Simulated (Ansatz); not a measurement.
**ZnSe, 2 atoms: a single-point run on CPU cores**

Wanted: the ground state of ZnSe in a cell of 2 atoms at the typed geometry; the run's time is noted too.

Program: Ansatz 0.2 development build. Level of theory: DFT, PBE, all-electron unfrozen PAW, scalar-relativistic. These are calculated values, not measurements.

## 1. Starting point

It takes space group F-43m (No. 216, cubic). The conventional cell has a = 5.670 Å, b = 5.670 Å, c = 5.670 Å, α = 90.00°, β = 90.00°, γ = 90.00°. Zn (site symmetry -43m) is surrounded by 4 Se at 2.46 Å. Around Se (site symmetry -43m) lie 4 Zn at 2.46 Å.

As a file:

```
CELL_PARAMETERS angstrom
0.00000 2.83500 2.83500
2.83500 0.00000 2.83500
2.83500 2.83500 0.00000
ATOMIC_POSITIONS crystal
Zn 0.00000 0.00000 0.00000
Se 0.25000 0.25000 0.25000
```

## 2. The run

input.yaml

```yaml
crystal:
  lattice:
    - [0, 2.835, 2.835]
    - [2.835, 0, 2.835]
    - [2.835, 2.835, 0]
  atoms:
    - { symbol: Zn, position: [0, 0, 0] }
    - { symbol: Se, position: [0.25, 0.25, 0.25] }
kpoints:
  mp_grid: { grid: [2, 2, 2], shift: [0, 0, 0] }
hamiltonian:
  xc: pbe
  dispersion: none
  pseudopotentials: { kind: all_electron, datasets: crystal }
magnetization:
  spin_polarized: false
scf:
  max_iter: 300
  occupations: { method: fixed }
  convergence: { dr2_threshold: "1e-11 eV" }
output:
  forces: true
  stress: true
```

The run is started by

```console
> ansatz run input.yaml --threads 11 --backend cpu --events-out ev
```

Before running it: what results should come out? Wanted: free energy; electrons solved for; SCF passes in all; largest force; pressure.

The runs gave:

```
                      quantity                                                     value
time per pass of the first SCF                                                   0.066 s
                   free energy                     -114999.3627 eV (-57499.6813 eV/atom)
          electrons solved for                                                        18
             SCF passes in all                                                        10
                 largest force                                                0.000 eV/Å
                      pressure                                                  7.81 GPa
                     wall time  1 s (11 threads of Arm Neoverse V2 (Grace), shared host)
```

Of the time up to the last event, 84 % went to the first SCF. With sampling this coarse (it equals a supercell 7 Å thick at its thinnest) the numbers aren't converged for the crystal.
